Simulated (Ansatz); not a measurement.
# GeH5N: the cost of one run

Program: Ansatz 0.2.0, Gaussian basis. Level of theory: PBE0-D4/def2-SVP. These are calculated values, not measurements.

16 further runs of the same task are left out: 16 set aside as unsound or not needed.

### 1 Starting geometry

The first end: 7 atoms, charge 0, spin multiplicity 1.

Atoms are counted from 1 here; the program's logs count them from 0.

Bond lengths: Ge1–N3 2.174 Å, Ge1–H4 1.599 Å, Ge1–H5 1.599 Å, H2–N3 1.012 Å, N3–H6 1.013 Å, N3–H7 1.013 Å. Angles: N3–Ge1–H4 86.5°, N3–Ge1–H5 86.5°, H4–Ge1–H5 91.8°, Ge1–N3–H2 109.9°, Ge1–N3–H6 110.4°, Ge1–N3–H7 110.5°, H2–N3–H6 108.8°, H2–N3–H7 108.8°, H6–N3–H7 108.4°.

Geometry (Å):

```xyz
7
GeH5N
Ge    0.2161   -0.9059    1.1186
H    -0.3312    1.0095   -0.6927
N     0.0877    0.0949   -0.8067
H    -1.2934   -0.4336    1.3534
H     0.7887    0.4747    1.6867
H     1.0105    0.2063   -1.2096
H    -0.4784   -0.4457   -1.4497
```

The second end:

| atom | x (Å) | y (Å) | z (Å) |
| --- | --- | --- | --- |
| Ge1 | 0.3511 | -1.0529 | 0.5222 |
| H2 | -1.6158 | 1.0708 | 1.3785 |
| N3 | 0.7320 | -0.3868 | -1.1239 |
| H4 | -2.1301 | 0.5477 | 1.2306 |
| H5 | 0.9994 | 0.2058 | 1.2710 |
| H6 | 1.1844 | 0.4930 | -1.3119 |
| H7 | 0.4791 | -0.8776 | -1.9664 |

### 2 The band at PBE0-D4/def2-SVP

Input file neb/in.yaml:

```yaml
crystal:
  periodic: [false, false, false]
  atoms:
    - {symbol: Ge, position_ang: [0.216086, -0.905941, 1.118630]}
    - {symbol: H, position_ang: [-0.331225, 1.009461, -0.692670]}
    - {symbol: N, position_ang: [0.087713, 0.094888, -0.806708]}
    - {symbol: H, position_ang: [-1.293393, -0.433582, 1.353437]}
    - {symbol: H, position_ang: [0.788725, 0.474737, 1.686699]}
    - {symbol: H, position_ang: [1.010482, 0.206287, -1.209574]}
    - {symbol: H, position_ang: [-0.478386, -0.445749, -1.449713]}
basis:
  gaussian: {orbitals: def2-SVP}
hamiltonian: {xc: pbe0, dispersion: d4}
neb:
  images: 5
  climbing: true
  max_iterations: 40
  initial_path: idpp
  final_atoms:
    - {symbol: Ge, position_ang: [0.351085, -1.052913, 0.522198]}
    - {symbol: H, position_ang: [-1.615796, 1.070838, 1.378516]}
    - {symbol: N, position_ang: [0.732008, -0.386782, -1.123860]}
    - {symbol: H, position_ang: [-2.130126, 0.547724, 1.230579]}
    - {symbol: H, position_ang: [0.999366, 0.205775, 1.270975]}
    - {symbol: H, position_ang: [1.184403, 0.493043, -1.311930]}
    - {symbol: H, position_ang: [0.479061, -0.877585, -1.966378]}
```

On the command line:

```sh
$ ansatz run in.yaml --threads 2 --pin off --events-out ev --progress --plain --max-ram 4352MiB
```

**Question.** How long does this run take on 2 threads of Arm Neoverse V1, shared host?

About 1.9 min.
